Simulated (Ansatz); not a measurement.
# CdSe4: the cost of one run

Program: Ansatz 0.2.0. Level of theory: DFT PBE, scalar-relativistic, plane waves, PAW, unless a step names another level. These are calculated values, not measurements.

5 further runs of the same task are left out: 4 that didn't finish, 1 set aside as unsound or not needed. Runs told in other sessions of the task aren't counted.

## (1) Starting point

Symmetry: P2_1/c, No. 14, monoclinic system. The conventional cell has a = 6.599 Å, b = 5.611 Å, c = 8.401 Å, α = 90.00°, β = 105.70°, γ = 90.00°. Cd (site symmetry -1) is surrounded by 2 Se at 2.62 Å. Se (site symmetry 1) has 2 Se at 2.37 to 2.44 Å in its first shell of neighbours. Se (site symmetry 1) has 1 Se at 2.37 Å and 1 Cd at 2.62 Å in its first shell of neighbours.

As a file:

```cif
data_structure
_symmetry_space_group_name_H-M 'P2_1/c'
_symmetry_Int_Tables_number 14
_cell_length_a 6.5988
_cell_length_b 5.6107
_cell_length_c 8.4012
_cell_angle_alpha 90.000
_cell_angle_beta 105.699
_cell_angle_gamma 90.000
_cell_volume 299.45
loop_
_atom_site_label
_atom_site_type_symbol
_atom_site_symmetry_multiplicity
_atom_site_Wyckoff_symbol
_atom_site_fract_x
_atom_site_fract_y
_atom_site_fract_z
_atom_site_occupancy
Cd1 Cd 2 a 0.00000 0.50000 0.50000 1
Se1 Se 4 e 0.66953 0.42958 0.08503 1
Se2 Se 4 e 0.20048 0.19557 0.80378 1
```

It came out lowest among 22 distinct ends of the trial cells. At a tolerance of 0.02 Å it has space group P2_1/c (No. 14).

## (2) A stricter relaxation, on the response runs' mesh and smearing

input.yaml

```yaml
crystal:
  lattice:
    - [6.5982828642, 0.0, -0.0839929555]
    - [0.0, 5.6107252626, 0.0]
    - [-2.1700899643, 0.0, 8.1161249111]
  atoms:
    - { symbol: Cd, position: [0.0, 0.5, 0.5] }
    - { symbol: Cd, position: [0.0, 0.0, 0.0] }
    - { symbol: Se, position: [0.6695339266, 0.4295813326, 0.085032365] }
    - { symbol: Se, position: [0.3304660734, 0.5704186674, 0.914967635] }
    - { symbol: Se, position: [0.20048082, 0.1955670469, 0.8037846351] }
    - { symbol: Se, position: [0.79951918, 0.8044329531, 0.1962153649] }
    - { symbol: Se, position: [0.3304660734, 0.9295813326, 0.414967635] }
    - { symbol: Se, position: [0.6695339266, 0.0704186674, 0.585032365] }
    - { symbol: Se, position: [0.79951918, 0.6955670469, 0.6962153649] }
    - { symbol: Se, position: [0.20048082, 0.3044329531, 0.3037846351] }
basis:
  ecutwfc: 420
kpoints:
  mp_grid: { grid: [6, 6, 4] }
hamiltonian:
  xc: pbe
scf:
  occupations: { method: fixed }
output:
  forces: true
  stress: true
  eigenvalues: true
relax:
  adjacent_minimum: "off"
  f_tol: 0.001
  max_steps: 60
  cell: { stress_tol: 0.01 }
```

The run is started by

```sh
> ansatz run input.yaml --threads 3 --pin off --max-ram 7680MiB --backend cpu --events-out ev --progress --plain --runs-dir out
```

**Question.** How long does this run take on 3 threads of AMD EPYC 9R45 (Zen 5), shared host, and how much memory does it need?

About 65 s, with a peak of 1.6 GiB.
